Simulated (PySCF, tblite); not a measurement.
# C₅H₁₀O₂S: a rotation path, then NMR shifts on frames

How do NMR shifts of C₅H₁₀O₂S (`CCOCC(=S)OC`) change as the atoms move?

Programs: tblite 0.8.0 and PySCF 2.14.0, with density-fitted response routines of our own. Each step states its level of theory. These are calculated values for one molecule in the gas phase, unless marked as measured. Atoms count from 0, in the outputs and in this text.

## Step 1: The molecule as given

18 atoms, charge 0, multiplicity 1; geometry from: GFN2-xTB.

Bonds of the start (Å): C0–C1 1.53, C1–O2 1.42, O2–C3 1.40, C3–C4 1.52, C4–S5 1.63, C4–O6 1.32, O6–C7 1.41, C0–H8 1.09, C0–H9 1.09, C0–H10 1.09, C1–H11 1.09, C1–H12 1.10, C3–H13 1.10, C3–H14 1.10, C7–H15 1.09, C7–H16 1.09, C7–H17 1.09.

## Step 2: The rotation path with GFN2-xTB

Job settings and geometry (Å):

```
{"job": {"kind": "neb", "xc": "GFN2-xTB", "basis": "xTB", "atoms": [4, 3, 2, 1], "turn": 120}, "charge": 0, "multiplicity": 1}
C     -2.688967     0.345627    -0.153473
C     -1.483740    -0.460429     0.324145
O     -0.843055    -1.194622    -0.704886
C     -0.126212    -0.422398    -1.627524
C      1.094133     0.258484    -1.038934
S      1.457741     1.811817    -1.371269
O      1.815461    -0.531624    -0.268691
C      2.986622    -0.001117     0.320106
H     -3.226262     0.733428     0.707277
H     -3.355901    -0.292377    -0.728055
H     -2.383130     1.186159    -0.771857
H     -1.804767    -1.224496     1.036165
H     -0.765190     0.203624     0.824436
H      0.213789    -1.129826    -2.392642
H     -0.747690     0.343027    -2.108457
H      3.427992    -0.807161     0.901066
H      2.740557     0.847136     0.964307
H      3.679861     0.341066    -0.452890
```

With the program's defaults for keys left out, this is: GFN2-xTB climbing-image nudged elastic band, gas phase.

Run with:

```console
$ OMP_NUM_THREADS=1 python probes_run.py task.json out
```

The driver reads the jobs from task.json and runs them one after another.

What it wrote:

```text
image   E - E0 / eV
  0       0.0000
  1       0.0129
  2       0.0392
  3       0.0697
  4       0.0917
  5       0.0961
  6       0.0868
  7       0.0752
  8       0.0603
```

It took 2.9 s on 1 thread of Arm Neoverse V2, shared host; peak memory 0.18 GiB.

The final band, with the dihedral C4–C3–O2–C1:

```
image  dihedral (°)  energy (eV)  energy (kcal/mol)
    0            67        0.000                0.0
    1            77        0.013                0.3
    2            89        0.039                0.9
    3           103        0.070                1.6
    4           117        0.092                2.1
    5           132        0.096                2.2
    6           145        0.087                2.0
    7           159        0.075                1.7
    8           170        0.060                1.4
```

## Step 3: Shielding tensors: image 0, PBE0/pcSseg-1

Job settings and geometry (Å):

```
{"job": {"kind": "nmr", "xc": "PBE0", "basis": "pcSseg-1", "pop": false}, "charge": 0, "multiplicity": 1}
C     -2.689000     0.345600    -0.153500
C     -1.483700    -0.460400     0.324100
O     -0.843100    -1.194600    -0.704900
C     -0.126200    -0.422400    -1.627500
C      1.094100     0.258500    -1.038900
S      1.457700     1.811800    -1.371300
O      1.815500    -0.531600    -0.268700
C      2.986600    -0.001100     0.320100
H     -3.226300     0.733400     0.707300
H     -3.355900    -0.292400    -0.728100
H     -2.383100     1.186200    -0.771900
H     -1.804800    -1.224500     1.036200
H     -0.765200     0.203600     0.824400
H      0.213800    -1.129800    -2.392600
H     -0.747700     0.343000    -2.108500
H      3.428000    -0.807200     0.901100
H      2.740600     0.847100     0.964300
H      3.679900     0.341100    -0.452900
```

Level: GIAO PBE0/pcSseg-1 NMR shielding, non-relativistic, gas phase.

What it wrote:

```text
coarse grid: 15432 points
cycle   1  E = -744.3893444699  dE =  1.060e+00  |g| = 7.192e-01  |ddm| = 3.695e+00
cycle   2  E = -744.2538512762  dE =  1.355e-01  |g| = 1.113e+00  |ddm| = 1.461e+00
cycle   3  E = -744.4908338567  dE = -2.370e-01  |g| = 1.185e-01  |ddm| = 9.670e-01
cycle   4  E = -744.4933922303  dE = -2.558e-03  |g| = 6.187e-02  |ddm| = 1.659e-01
cycle   5  E = -744.4942137293  dE = -8.215e-04  |g| = 2.574e-02  |ddm| = 8.001e-02
cycle   6  E = -744.4943662444  dE = -1.525e-04  |g| = 5.165e-03  |ddm| = 2.814e-02
cycle   7  E = -744.4943715506  dE = -5.306e-06  |g| = 1.451e-03  |ddm| = 4.524e-03
final grid: 143928 points
cycle   8  E = -744.5661415023  dE = -3.181e-05  |g| = 1.533e-02  |ddm| = 3.041e-02
cycle   9  E = -744.5660859033  dE =  5.560e-05  |g| = 2.300e-02  |ddm| = 2.370e-02
cycle  10  E = -744.5661856467  dE = -9.974e-05  |g| = 2.175e-03  |ddm| = 1.547e-02
cycle  11  E = -744.5661867382  dE = -1.092e-06  |g| = 2.408e-04  |ddm| = 1.969e-03
cycle  12  E = -744.5661867428  dE = -4.511e-09  |g| = 1.827e-04  |ddm| = 3.440e-04
cycle  13  E = -744.5661867506  dE = -7.828e-09  |g| = 5.398e-05  |ddm| = 2.382e-04
cycle  14  E = -744.5661867513  dE = -7.417e-10  |g| = 1.390e-05  |ddm| = 6.649e-05
converged SCF energy = -744.5661867513

GIAO shielding tensors (ppm)
atom      isotropic    diamagn.    paramagn.     s11        s22        s33       span
  0 C      173.070     248.959     -75.889    152.605    177.953    188.652     36.047
  1 C      120.998     246.820    -125.822     88.040    108.369    166.585     78.545
  2 O      275.741     396.825    -121.084    242.635    269.226    315.361     72.727
  3 C      108.413     244.719    -136.307     83.430     99.707    142.101     58.671
  4 C      -48.157     258.975    -307.132   -217.631    -10.400     83.561    301.192
  5 S       21.901    1058.815   -1036.913   -560.302    -52.468    678.474   1238.775
  6 O       63.192     401.467    -338.275   -218.330    118.932    288.975    507.305
  7 C      126.165     243.332    -117.167     97.864    112.359    168.272     70.407
  8 H       30.951      28.733       2.218     27.150     27.867     37.835     10.685
  9 H       30.712      28.568       2.144     26.987     28.113     37.036     10.050
 10 H       29.924      30.908      -0.985     24.842     30.467     34.462      9.620
 11 H       27.843      31.080      -3.237     22.371     27.837     33.319     10.948
 12 H       28.194      33.677      -5.484     23.481     30.298     30.802      7.320
 13 H       27.119      28.580      -1.462     24.150     26.667     30.539      6.389
 14 H       26.820      31.338      -4.518     22.975     26.372     31.112      8.137
 15 H       27.286      28.181      -0.895     23.527     26.195     32.136      8.609
 16 H       27.472      29.196      -1.724     23.918     25.451     33.046      9.128
 17 H       27.384      27.736      -0.352     23.399     25.361     33.393      9.993
```

Wall time 28 s (1 thread of Arm Neoverse V2, shared host); peak memory 0.85 GiB.

The references, computed at this level on geometries of the same kind, shield at (ppm): 1H TMS 31.72, 13C TMS 186.9, 17O H2O 336.1, 33S CS2 504. Their shielding less the atom's gives the shift. The references are single molecules in the gas phase, so shifts against H2O, NH3, PH3, H3PO4 or CFCl3 are not on the usual liquid scales and can be off by tens of ppm. Each atom is listed at this fixed geometry, with no averaging over motion; a spectrum would average atoms that exchange fast.

```
atoms                              environment  σ (ppm)  δ (ppm)
   C4                      thiocarbonyl carbon    -48.2    235.1
   C3                      sp3 CH2 bonded to O    108.4     78.5
   C1                      sp3 CH2 bonded to O    121.0     65.9
   C7                methyl carbon bonded to O    126.2     60.8
   C0                            methyl carbon    173.1     13.9
  H14       hydrogen on an sp3 CH2 bonded to O    26.82     4.90
  H13       hydrogen on an sp3 CH2 bonded to O    27.12     4.60
  H15  hydrogen on a methyl carbon bonded to O    27.29     4.43
  H17  hydrogen on a methyl carbon bonded to O    27.38     4.33
  H16  hydrogen on a methyl carbon bonded to O    27.47     4.25
  H11       hydrogen on an sp3 CH2 bonded to O    27.84     3.87
  H12       hydrogen on an sp3 CH2 bonded to O    28.19     3.52
  H10              hydrogen on a methyl carbon    29.92     1.79
   H9              hydrogen on a methyl carbon    30.71     1.01
   H8              hydrogen on a methyl carbon    30.95     0.77
   O6    oxygen bound to a thiocarbonyl carbon     63.2    272.9
   O2                             ether oxygen    275.7     60.3
   S5                            thione sulfur       22      482
```

## Step 4: Shielding tensors: image 2, PBE0/pcSseg-1

Job settings and geometry (Å):

```
{"job": {"kind": "nmr", "xc": "PBE0", "basis": "pcSseg-1", "pop": false}, "charge": 0, "multiplicity": 1}
C     -2.941700     0.141800    -0.322400
C     -1.657000    -0.264200     0.397900
O     -0.775600    -0.995900    -0.436600
C     -0.092800    -0.235000    -1.397000
C      1.232200     0.321400    -0.909100
S      1.659700     1.870700    -1.177900
O      1.990200    -0.570300    -0.303600
C      3.254700    -0.155100     0.175900
H     -3.662200     0.530400     0.391900
H     -3.368300    -0.727700    -0.817200
H     -2.755700     0.908900    -1.069700
H     -1.890100    -0.952000     1.214300
H     -1.152700     0.617600     0.817000
H      0.119000    -0.917000    -2.229500
H     -0.694000     0.599500    -1.771900
H      3.705200    -1.024800     0.647900
H      3.140900     0.657600     0.897300
H      3.879500     0.200500    -0.648500
```

With the program's defaults for keys left out, this is: GIAO PBE0/pcSseg-1 NMR shielding, non-relativistic, gas phase.

What it wrote:

```text
coarse grid: 15432 points
cycle   1  E = -744.3878443968  dE =  1.052e+00  |g| = 7.196e-01  |ddm| = 3.697e+00
cycle   2  E = -744.2541461158  dE =  1.337e-01  |g| = 1.111e+00  |ddm| = 1.417e+00
cycle   3  E = -744.4896746928  dE = -2.355e-01  |g| = 1.151e-01  |ddm| = 9.287e-01
cycle   4  E = -744.4921303679  dE = -2.456e-03  |g| = 5.818e-02  |ddm| = 1.584e-01
cycle   5  E = -744.4928454618  dE = -7.151e-04  |g| = 2.543e-02  |ddm| = 7.657e-02
cycle   6  E = -744.4929960379  dE = -1.506e-04  |g| = 5.252e-03  |ddm| = 2.820e-02
cycle   7  E = -744.4930015004  dE = -5.463e-06  |g| = 1.507e-03  |ddm| = 4.540e-03
final grid: 143928 points
cycle   8  E = -744.5646389717  dE = -2.561e-05  |g| = 1.541e-02  |ddm| = 2.724e-02
cycle   9  E = -744.5645832592  dE =  5.571e-05  |g| = 2.305e-02  |ddm| = 2.383e-02
cycle  10  E = -744.5646834492  dE = -1.002e-04  |g| = 2.165e-03  |ddm| = 1.541e-02
cycle  11  E = -744.5646845334  dE = -1.084e-06  |g| = 2.195e-04  |ddm| = 1.893e-03
cycle  12  E = -744.5646845369  dE = -3.496e-09  |g| = 1.697e-04  |ddm| = 3.185e-04
cycle  13  E = -744.5646845437  dE = -6.764e-09  |g| = 4.822e-05  |ddm| = 2.193e-04
cycle  14  E = -744.5646845442  dE = -5.909e-10  |g| = 1.382e-05  |ddm| = 5.950e-05
converged SCF energy = -744.5646845442

GIAO shielding tensors (ppm)
atom      isotropic    diamagn.    paramagn.     s11        s22        s33       span
  0 C      172.380     248.306     -75.926    149.926    178.567    188.647     38.722
  1 C      120.011     245.595    -125.584     87.786    104.402    167.846     80.060
  2 O      278.325     398.046    -119.721    249.054    276.212    309.710     60.656
  3 C      108.195     246.104    -137.909     86.284     97.757    140.543     54.258
  4 C      -47.186     257.699    -304.885   -213.870    -12.236     84.547    298.416
  5 S       30.977    1058.655   -1027.678   -541.830    -32.108    666.869   1208.699
  6 O       62.729     401.302    -338.573   -217.998    119.553    286.630    504.628
  7 C      125.887     242.567    -116.679     97.400    111.928    168.334     70.935
  8 H       30.935      27.833       3.102     27.068     27.738     37.998     10.930
  9 H       30.706      28.676       2.030     26.894     28.447     36.776      9.881
 10 H       30.017      30.318      -0.302     25.154     30.337     34.559      9.405
 11 H       27.845      31.120      -3.275     22.305     28.019     33.210     10.904
 12 H       28.079      32.912      -4.833     23.390     29.493     31.354      7.965
 13 H       27.216      29.395      -2.179     24.268     27.018     30.363      6.095
 14 H       27.097      32.180      -5.083     22.282     26.749     32.259      9.977
 15 H       27.302      27.837      -0.535     23.559     26.224     32.123      8.564
 16 H       27.479      28.777      -1.298     23.888     25.459     33.091      9.203
 17 H       27.426      27.399       0.027     23.479     25.394     33.405      9.926
```

Wall time 26 s (1 thread of Arm Neoverse V2, shared host); peak memory 0.91 GiB.

In short: δ C4 234.1, C3 78.7, C1 66.9, C7 61.0, H14 4.62, H13 4.50 ppm.

[end of part 1 of 2]
